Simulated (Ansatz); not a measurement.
# KTmI4: the cost of one run

Method: DFT PBE, scalar-relativistic, plane waves, PAW; 4f electrons in the core of a trivalent norm-conserving potential, unless a step names another level, in Ansatz 0.2.0.

5 further runs of the same task are left out: 1 that didn't finish, 4 set aside as unsound or not needed. Runs told in other sessions of the task aren't counted.

## Step 1: The formula and the candidates

Pauling electronegativities: K 0.82, Tm 1.25, I 2.66 (spread 1.84). The formula balances with common oxidation states: Tm +3, K +1, I -1. Tabulated atomic sizes suggest about 38 Å³/atom. 23 candidates were drawn, by swapping species into database cells of other compounds, at random by space group and Wyckoff sites, or by hand, as the table says:

```
name                 made from  space group no.                  Wyckoff sites  atoms (primitive cell)  V (Å³/atom)
 c01  database cell of PrNdAl4              216             K 4a; Tm 4c; I 16e                       6         43.4
 c02  database cell of TbAlCo4               65          K 2c; Tm 2a; I 4i, 4f                       6         40.8
 c03                    random              166          K 3b; Tm 3a; I 6c, 6c                       6         43.4
 c04                    random              139              K 2b; Tm 2a; I 8j                       6         45.8
 c05                    random              183          K 1a; Tm 1a; I 2b, 2b                       6         43.0
 c06                    random              139              K 2a; Tm 2b; I 8h                       6         40.3
 c07                    random              156          K 1b; Tm 1c; I 3d, 1b                       6         47.6
 c08                    random              156  K 1a; Tm 1b; I 1b, 1c, 1a, 1a                       6         40.1
 c09  database cell of TaTiTe4              164          K 1a; Tm 1b; I 2d, 2d                       6         40.7
 c10  database cell of ZrScFe4              216             K 4d; Tm 4a; I 16e                       6         44.1
 c11                    random               71              K 2d; Tm 2c; I 8l                       6         44.3
 c12                    random              156          K 1a; Tm 1b; I 3d, 1b                       6         49.4
 c13  database cell of HoCu4Ni              187          K 1a; Tm 1c; I 1e, 3k                       6         39.5
 c14  database cell of FeNiAs4               10          K 1h; Tm 1a; I 2n, 2m                       6         32.7
 c15  database cell of CaDyAl4              216             K 4c; Tm 4a; I 16e                       6         44.6
 c16                    random              160          K 3a; Tm 3a; I 9b, 3a                       6         47.0
 c17   database cell of YMnNi4              216             K 4a; Tm 4d; I 16e                       6         44.0
 c18                    random               65              K 2c; Tm 2a; I 8n                       6         49.9
 c19  database cell of TbAlCo4               65          K 2a; Tm 2c; I 4i, 4f                       6         40.8
 c20   database cell of NaHoF4              123              K 1d; Tm 1a; I 4i                       6         33.7
 c21                    random              191              K 1b; Tm 1a; I 4h                       6         49.8
 c22                    random              123          K 1c; Tm 1b; I 2e, 2h                       6         46.8
 c23  database cell of ErAlNi4              187          K 1a; Tm 1e; I 1c, 3k                       6         42.2
```

## Step 2: Screening run of c14

input.yaml

```yaml
crystal:
  lattice:
    - [6.48599791, 0.0, 0.0]
    - [0.0, 4.01582914, 0.0]
    - [-0.0216749, 0.0, 7.52318]
  atoms:
    - { symbol: K, position: [0.5, 0.5, 0.5] }
    - { symbol: Tm, position: [0.0, 0.0, 0.0] }
    - { symbol: I, position: [0.31599209, 0.5, 0.13721888] }
    - { symbol: I, position: [0.68400791, 0.5, 0.86278112] }
    - { symbol: I, position: [0.81092864, 0.0, 0.36927032] }
    - { symbol: I, position: [0.18907136, 0.0, 0.63072968] }
basis:
  ecutwfc: 690
kpoints:
  mp_grid: { grid: [2, 3, 2] }
hamiltonian:
  xc: pbe
  pseudopotentials:
    kind: paw
    azcp: { Tm: "pseudopotentials/pbe/nc/lanthanide_3plus/Tm.nc.azcp" }
scf:
  occupations: { method: gaussian, width: 0.15 }
  lower_state_search: "off"
output:
  forces: true
  stress: true
  eigenvalues: true
relax:
  adjacent_minimum: "off"
  f_tol: 0.08
  max_steps: 16
  cell: { stress_tol: 0.8 }
```

Command:

```
$ ansatz run input.yaml --threads 1 --pin off --max-ram 2816MiB --backend cpu --events-out ev --progress --plain --runs-dir out
```

**Question.** How long does this run take on 1 thread of Arm Neoverse V2, shared host, and how much memory does it need?

About 71 s, with a peak of 0.63 GiB.
